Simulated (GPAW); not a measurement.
The system is GaB.

```
CELL_PARAMETERS angstrom
2.71824 0.00000 0.00000
0.00000 2.71824 0.00000
0.00000 0.00000 3.23621
ATOMIC_POSITIONS crystal
Ga 0.50000 0.50000 0.50000
B 0.00000 0.00000 0.00000
```

The cell was built by a generator and needn't be a form met in nature.

Base run:

```yaml
Program: GPAW 26.7.0
Functional: PBE
Potentials_or_basis: GPAW PAW data sets (gpaw-data 1.2.1)
Cutoff: 800 eV
Basis: pw
k_mesh: 10 × 10 × 8
Occupations: fermi-dirac, width 0.05 eV
Spin: no spin polarisation
```

Its results: band gap on the k mesh none (metal or under the smearing width); pressure 1.0 GPa.

**Question.** After a change of settings the same cell gave: band gap on the k mesh none (metal or under the smearing width); pressure -1.0 GPa. Which change was it?
A. functional from PBE to LDA; potentials or basis from GPAW PAW data sets (gpaw-data 1.2.1) to the program's PAW data sets (release 1.2.1) made for this functional
B. functional from PBE to TPSS
C. functional from PBE to BLYP; potentials or basis from GPAW PAW data sets (gpaw-data 1.2.1) to PAW data sets generated in the run's folder for this functional
D. functional from PBE to PW91; potentials or basis from GPAW PAW data sets (gpaw-data 1.2.1) to PAW data sets generated in the run's folder for this functional

**Answer.** B.

Caveats: the PAW data sets were made with another functional, which shifts forces and pressure a little (some runs).
